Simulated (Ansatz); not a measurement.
# BN: the cost of one run

The runs shown are made with Ansatz 0.2.0. G0W0, plane waves. Computed at 0 K without zero-point motion; spin polarisation is off.

**1. The system as given**

The cell was relaxed beforehand with r2SCAN.

Space group F-43m (No. 216), cubic; conventional cell a = 3.610 Å, 5.88 Å³ an atom. B has 4 N at 1.56 Å; N has 4 B at 1.56 Å.

As a file:

```
B N
1.0
     0.00000    1.80482    1.80482
     1.80482    0.00000    1.80482
     1.80482    1.80482    0.00000
B N
1 1
Direct
  0.00000 0.00000 0.00000
  0.75000 0.75000 0.75000
```

**2. 35 empty bands, 120 eV**

The input, input.yaml:

```yaml
crystal:
  lattice:
    - [0.0, 1.8048242572, 1.8048242572]
    - [1.8048242572, 0.0, 1.8048242572]
    - [1.8048242572, 1.8048242572, 0.0]
  atoms:
    - { symbol: B, position: [0.0, 0.0, 0.0] }
    - { symbol: "N", position: [0.75, 0.75, 0.75] }
kpoints:
  mp_grid: { grid: [8, 8, 8] }
hamiltonian:
  xc: pbe
scf:
  occupations: { method: fixed }
gw:
  n_empty_bands: 35
  ecut_chi: 120
  qp_bands: [v2, c2]
  qp_kpoints: band_edges
  screening: { model: contour_deformation }
```

**Question.** How long does this run take on 1 × NVIDIA H100 80GB HBM3 with 4 threads of AMD EPYC 7R13 (Zen 3), shared host, and how much memory does it need?

About 7.3 s, with a peak of 1.2 GiB on the host.
